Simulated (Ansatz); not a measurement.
**MgB2: properties at the relaxed cell**

An exercise on one series of results from a longer session: the logs are not shown, and one member is left open.

Program: Ansatz 0.2.0. Level of theory: DFT r2SCAN, scalar-relativistic, plane waves, PAW. These are calculated values, not measurements.

1 further run of the same task is left out (set aside as unsound or not needed).

### The system as given

It takes space group P6/mmm (No. 191, hexagonal). The conventional cell has a = 3.066 Å, b = 3.066 Å, c = 3.521 Å, α = 90.00°, β = 90.00°, γ = 120.00°. Mg (site symmetry 6/mmm) is surrounded by 12 B at 2.50 Å. B (site symmetry -6m2) is surrounded by 3 B at 1.77 Å and 6 Mg at 2.50 Å.

Structure file:

```cif
data_structure
_symmetry_space_group_name_H-M 'P 1'
_symmetry_Int_Tables_number 1
_cell_length_a 3.0657
_cell_length_b 3.0657
_cell_length_c 3.5205
_cell_angle_alpha 90.000
_cell_angle_beta 90.000
_cell_angle_gamma 120.000
_cell_volume 28.66
loop_
_atom_site_label
_atom_site_type_symbol
_atom_site_fract_x
_atom_site_fract_y
_atom_site_fract_z
_atom_site_occupancy
Mg1 Mg 0.00000 0.00000 0.00000 1
B1 B 0.33333 0.66667 0.50000 1
B2 B 0.66667 0.33333 0.50000 1
```

This cell was relaxed beforehand with the same method: volume 9.55 Å³/atom, gap on the mesh none (metal).

Set-up of the first run:

Input file input.yaml:

```yaml
crystal:
  lattice:
    - [3.065731295, 0.0, 0.0]
    - [-1.5328656475, 2.6550011827, 0.0]
    - [0.0, 0.0, 3.5205112953]
  atoms:
    - { symbol: Mg, position: [0.0, 0.0, 0.0] }
    - { symbol: B, position: [0.3333333333, 0.6666666667, 0.5] }
    - { symbol: B, position: [0.6666666667, 0.3333333333, 0.5] }
basis:
  ecutwfc: 500
kpoints:
  mp_grid: { grid: [15, 15, 12] }
  band_path:
    path:
      - [[0.0, 0.0, 0.0], [0.5, 0.0, 0.0], [0.33333333, 0.33333333, 0.0], [0.0, 0.0, 0.0], [0.0, 0.0, 0.5], [0.5, 0.0, 0.5], [0.33333333, 0.33333333, 0.5], [0.0, 0.0, 0.5]]
      - [[0.5, 0.0, 0.5], [0.5, 0.0, 0.0]]
      - [[0.33333333, 0.33333333, 0.5], [0.33333333, 0.33333333, 0.0]]
    npoints: 14
hamiltonian:
  xc: r2scan
scf:
  occupations: { method: gaussian, width: 0.1 }
  n_extra_bands: 7
output:
  forces: true
  stress: true
  eigenvalues: true
  populations: true
  dos: { projected: true, de: 0.02, nscf_kmesh: { grid: [23, 23, 18] } }
  bader: true
  write_density: true
  write_potential: true
  elf: true
  volumetric_format: npy
```

Launch:

```
> ansatz run input.yaml --threads 1 --pin off --max-ram 2560MiB --backend cpu --events-out ev --progress --plain --runs-dir out
```

Among the steps run: Bands, states and charges; Point at V/V0 = 0.97; Volume × 1.03; Volume × 0.94; The cell scaled to 1.06 of its volume.

One of the session's tables, all rows but one given; the rest of the session is left out.

It belongs to the step «Fit of the equation of state». 

```
volume (Å³/atom)  energy above the lowest point (meV/atom)  pressure (GPa)
           8.979                                      17.6           10.28
           9.265                                         ?               ?
           9.552                                       0.0            0.00
           9.838                                       3.8           -4.16
          10.125                                      14.6           -7.82
```

Estimate the missing values for volume (Å³/atom) = 9.265.

Worked estimate for «energy above the lowest point (meV/atom)». A straight line through the neighbours (8.979, 17.6) and (9.552, 0.0) gives 17.6 + (0.0 − 17.6) × (9.265 − 8.979) / (9.552 − 8.979) = 8.8; a parabola fitted to 3 rows on both sides gives 4.6.

The run gave: energy above the lowest point (meV/atom): 4.2; pressure (GPa): 4.79. In «energy above the lowest point (meV/atom)» the line misses by +4.6 and the parabola by +0.4.
